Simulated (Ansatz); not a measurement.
Write a Python script for Ansatz 0.2.0 through its Python package that makes a short molecular-dynamics run of Na₄NO, space group P4/mmm. Use: LDA, norm-conserving potentials, the default cutoff (1197 eV here), 2×2×1 k-points, Methfessel-Paxton smearing of 0.1 eV.

```
Na N O
1.0
     4.01466    0.00000    0.00000
     0.00000    4.01466    0.00000
     0.00000    0.00000    5.87486
Na N O
4 1 1
Direct
  0.00000 0.50000 0.26192
  0.50000 0.00000 0.73808
  0.00000 0.50000 0.73808
  0.50000 0.00000 0.26192
  0.00000 0.00000 0.00000
  0.50000 0.50000 0.50000
```

`md.py`:
```python
'''A few tens of MD steps for Na4NO.'''

from dataclasses import dataclass
import json

import ansatz
from ase import Atoms
from ase.neighborlist import neighbor_list
import numpy as np


@dataclass(frozen=True)
class Settings:
    mesh: tuple[int, ...] = (2, 2, 1)
    occupations: str = 'methfessel_paxton'
    xc: str = 'LDA'
    max_scf: int = 80
    n_empty: int = 2
    n_steps: int = 25
    temperature_k: int = 800


settings = Settings()


def main() -> None:
    lattice = ansatz.Lattice.of(
        (4.014664, 0.0, 0.0),
        (0.0, 4.014664, 0.0),
        (0.0, 0.0, 5.87486),
    )
    sites = [
        ('Na', (0.0, 0.5, 0.261924)),
        ('Na', (0.5, 0.0, 0.738076)),
        ('Na', (0.0, 0.5, 0.738076)),
        ('Na', (0.5, 0.0, 0.261924)),
        ('N', (0.0, 0.0, 0.0)),
        ('O', (0.5, 0.5, 0.5)),
    ]
    cell = ansatz.Crystal(lattice=lattice)
    for symbol, position in sites:
        cell = cell.atom(symbol, position)

    # a small cell and a short run: a test of the set-up, no statistics
    job = cell.calculation()
    job = job.kpoints(*settings.mesh, shift=0.5).occupations(settings.occupations)
    job = job.functional(settings.xc)
    job = job.pseudopotentials('nc')
    job = job.mixing('broyden', preconditioner='local_kerker').accuracy('low')
    job = job.scf(max_iterations=settings.max_scf, extra_bands=settings.n_empty, self_checks='low').md('npt_langevin', timestep=3.0, steps=settings.n_steps, temperature=settings.temperature_k, friction=0.01, pressure=0, initial_velocities='maxwell_boltzmann', seed=605)
    outcome = job.run(threads=1, backend='cpu', events_out='events.ndjson')
    with open('events.ndjson') as stream:
        events = [json.loads(line) for line in stream]
    steps = [e['data'] for e in events if e['event'] == 'md_step']
    data = outcome.report

    print(' step   t (fs)     E_pot (eV)   E_kin (eV)    T (K)   P (GPa)')
    for s in steps[::1]:
        print(f'{s["step"]:5d} {s["time_fs"]:8.1f} {s["lagrangian_ev"]:14.4f} {s["e_kin_ev"]:12.4f} {s["temperature_k"]:8.1f} {s["instantaneous_pressure_gpa"]:9.3f}')

    temperature = np.array([s['temperature_k'] for s in steps])
    print(f'mean temperature of the second half {temperature[len(steps) // 2 :].mean():.1f} K')

    kept = np.array([s['conserved_ev'] for s in steps], float)
    print(f'conserved energy drifts by {1000 * (kept[-1] - kept[0]) / len(outcome.lattice.sites):+.3f} meV/atom')

    symbols = [site.symbol for site in outcome.lattice.sites]
    pairs = np.concatenate([neighbor_list('d', Atoms(symbols, positions=s['positions_ang'], cell=outcome.lattice.cell_ang, pbc=True), 4.5) for s in steps[len(steps) // 2 :]])
    counts, edges = np.histogram(pairs, bins=np.arange(0.5, 4.51, 0.25))
    for low, count in zip(edges, counts / (len(symbols) * len(steps[len(steps) // 2 :]))):
        print(f'{low:4.2f}-{low + 0.25:4.2f} A  {count:6.2f} neighbours an atom')

    track = np.array([s['positions_ang'] for s in steps])
    names = np.array([site.symbol for site in outcome.lattice.sites])
    for name in sorted(set(names)):
        msd = ((track[:, names == name] - track[0, names == name]) ** 2).sum(axis=2).mean(axis=1)
        print(f'mean square displacement of {name} (A^2):', np.round(msd[:: max(len(msd) // 6, 1)], 4))


if __name__ == '__main__':
    main()
```

Running `python md.py` prints:
```text
DeckWarning: md: disabling space-group detection — thermal motion breaks the input geometry's symmetry, so no spatial operation reduces the k-mesh or symmetrises the density; time reversal is kept, [...]
DeckWarning: basis.ecutwfc = 1197.300995 eV, auto-derived from the records' recommended cutoffs: set by Na (normal level)
 step   t (fs)     E_pot (eV)   E_kin (eV)    T (K)   P (GPa)
    0      0.0     -5695.9637       0.5170    666.7    -3.695
    1      3.0     -5695.9620       0.5551    715.7    -3.620
    2      6.0     -5695.9447       0.5434    700.6    -3.528
    3      9.0     -5695.9104       0.6240    804.6    -3.260
    4     12.0     -5695.8585       0.6421    827.9    -2.982
    5     15.0     -5695.7906       0.6492    837.1    -2.672
    6     18.0     -5695.7112       0.6187    797.8    -2.388
    7     21.0     -5695.6268       0.4632    597.3    -2.239
    8     24.0     -5695.5493       0.3453    445.3    -2.085
    9     27.0     -5695.4807       0.3637    468.9    -1.822
   10     30.0     -5695.4273       0.2213    285.3    -1.783
   11     33.0     -5695.3917       0.1663    214.5    -1.695
   12     36.0     -5695.3674       0.1303    168.1    -1.618
   13     39.0     -5695.3574       0.1807    232.9    -1.470
   14     42.0     -5695.3597       0.1873    241.4    -1.407
   15     45.0     -5695.3767       0.2241    288.9    -1.365
   16     48.0     -5695.4087       0.2499    322.3    -1.380
   17     51.0     -5695.4493       0.2805    361.7    -1.419
   18     54.0     -5695.4950       0.3169    408.6    -1.464
   19     57.0     -5695.5464       0.4911    633.2    -1.349
   20     60.0     -5695.5933       0.5740    740.2    -1.303
   21     63.0     -5695.6282       0.6535    842.6    -1.196
   22     66.0     -5695.6575       0.5880    758.2    -1.219
   23     69.0     -5695.6779       0.6726    867.3    -1.031
   24     72.0     -5695.6836       0.7567    975.6    -0.811
   25     75.0     -5695.6762       0.5742    740.4    -0.884
mean temperature of the second half 570.3 K
conserved energy drifts by -0.075 meV/atom
0.50-0.75 A    0.00 neighbours an atom
0.75-1.00 A    0.00 neighbours an atom
1.00-1.25 A    0.00 neighbours an atom
1.25-1.50 A    0.00 neighbours an atom
1.50-1.75 A    0.00 neighbours an atom
1.75-2.00 A    0.00 neighbours an atom
2.00-2.25 A    0.26 neighbours an atom
2.25-2.50 A    3.41 neighbours an atom
2.50-2.75 A    2.54 neighbours an atom
2.75-3.00 A    1.74 neighbours an atom
3.00-3.25 A    1.33 neighbours an atom
3.25-3.50 A    0.05 neighbours an atom
3.50-3.75 A    0.31 neighbours an atom
3.75-4.00 A    6.67 neighbours an atom
4.00-4.25 A    3.74 neighbours an atom
4.25-4.50 A    4.77 neighbours an atom
mean square displacement of N (A^2): [0.     0.0205 0.0624 0.0675 0.054  0.0461 0.0314]
mean square displacement of Na (A^2): [0.     0.012  0.049  0.0801 0.0865 0.0731 0.0627]
mean square displacement of O (A^2): [0.     0.0092 0.0236 0.0332 0.0421 0.0634 0.1054]
```
(Warnings from the package without file and line, shortened.)

Reading the output:
- These settings explore the input space; cutoff and mesh may be short of convergence.
- The cell holds an odd number of electrons and is run without spin, so a magnetic state may lie lower.
- The conserved energy holds the terms of thermostat and barostat.
- For a metal this mesh is far too coarse, so the numbers only illustrate the procedure.
- The structure comes from a database of computed cells and needn't be a stable or known phase.
- A small cell, a coarse mesh and a very short run: it shows the set-up and gives no equilibrium averages.
- Run time: 57 s on 1 thread of Arm Neoverse V1, with other jobs on the host, peak memory 0.47 GiB.

(Lines on the test bed's own set-up are left out of the output.)
